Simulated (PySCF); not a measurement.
**CH3BFNO (SMILES NC1(F)BO1): M06-2X/6-31G(d) (spherical functions)**

What is the energy change on altering one bond length of CH3BFNO at M06-2X/6-31G* (spherical functions)? Input form: a Python script.

The calculation is run with PySCF 2.14.0.

1 further run of the same task is left out (set aside as unsound or not needed).

**1. The molecule**

CH3BFNO: 8 atoms, total charge 0, spin state singlet. SMILES: `NC1(F)BO1`. The coordinates come from a PBE0-D4/def2-TZVP relaxation. This is one conformer, not always the lowest.

Bond lengths: N1–C2 1.387 Å, C2–F3 1.372 Å, C2–B4 1.510 Å, C2–O5 1.462 Å, B4–O5 1.335 Å, N1–H6 1.009 Å, N1–H7 1.013 Å, B4–H8 1.182 Å. Some angles: N1–C2–F3 113.8°, N1–C2–B4 127.1°, N1–C2–O5 115.3°, F3–C2–B4 118.6°, F3–C2–O5 108.3°, B4–C2–O5 53.3°, C2–B4–O5 61.5°, C2–O5–B4 65.2°, C2–N1–H6 112.2°, C2–N1–H7 112.6°.

**2. A single-point energy at M06-2X/6-31G(d) (spherical functions)**

Input file job.py:

```python
from pyscf import gto, dft

mol = gto.M(
    atom=[
    ('N', (-0.431000, 1.148400, 0.184600)),
    ('C', (0.054100, -0.061200, -0.289600)),
    ('F', (0.122100, -0.132700, -1.658300)),
    ('B', (0.337600, -1.307200, 0.515100)),
    ('O', (1.346900, -0.473000, 0.255300)),
    ('H', (-1.439500, 1.170100, 0.211400)),
    ('H', (-0.075300, 1.941600, -0.336200)),
    ('H', (0.177200, -2.343100, 1.061900)),
],
    verbose=3,
    max_memory=1860,
    basis='6-31g*',
    charge=0,
)

calc0 = dft.RKS(mol)
calc0.xc = 'm06-2x'
calc0.conv_tol = 1e-10
calc0.grids.level = 5
calc0.kernel()
if not calc0.converged:
    calc0 = calc0.newton().run(calc0.mo_coeff, calc0.mo_occ)

e_final = calc0.e_tot
print('Final energy', e_final)
```

Launch:

```bash
$ OMP_NUM_THREADS=1 python job.py
```

The program printed:

```text
converged SCF energy = -294.445106494486
Final energy -294.44510649448597
```

Wall time 26 s (1 thread of Intel Xeon at 2.70GHz, shared host); peak memory 0.4 GiB.

**3. The distorted shape, same level**

Input file run.py:

```python
from pyscf import gto, dft

system = gto.M(
    atom='''
N     -0.952002     2.513094     0.483282
C      0.102234    -0.115651    -0.547265
F      0.230736    -0.250767    -3.133733
B      0.637972    -2.470250     0.973398
O      2.545272    -0.893840     0.482447
H     -2.857791     2.554101     0.533927
H     -0.279827     4.012025    -0.500887
H      0.334859    -4.427817     2.006700
''',
    basis='6-31g*',
    verbose=3,
    max_memory=1860,
    unit='bohr',
)

mf = dft.RKS(system, xc='m06-2x')
mf.conv_tol = 1e-10
mf.grids.level = 5
mf.kernel()
if not mf.converged:
    mf = mf.newton().run(mf.mo_coeff, mf.mo_occ)

etot = mf.e_tot
print('E(%s) = %.9f' % ('M06-2X', etot))
```

Launch:

```bash
$ OMP_NUM_THREADS=1 python run.py
```

The program printed:

```text
converged SCF energy = -294.423967813187
E(M06-2X) = -294.423967813
```

Wall time 20 s (1 thread of Intel Xeon at 2.70GHz, shared host); peak memory 0.42 GiB.

**4. Results**

At M06-2X/6-31G* (spherical functions):

| quantity | value |
| --- | --- |
| first shape: total energy | -294.44511 Eh |
| first shape: dipole moment | 2.05 D |
| first shape: HOMO energy | -9.21 eV |
| first shape: LUMO energy | 0.80 eV |
| first shape: HOMO–LUMO gap | 10.01 eV |
| distorted shape: total energy | -294.42397 Eh |
| distorted shape: dipole moment | 1.75 D |
| distorted shape: HOMO energy | -9.04 eV |
| distorted shape: LUMO energy | 0.61 eV |
| distorted shape: HOMO–LUMO gap | 9.65 eV |
| energy change with the N1–C2 bond stretched from 1.387 to 1.595 Å | 0.575 eV |

**Reading.** With the N1–C2 bond stretched from 1.387 to 1.595 Å the energy rises by 0.58 eV (13.3 kcal/mol). The first shape isn't relaxed at this level, so the change isn't measured from a minimum.
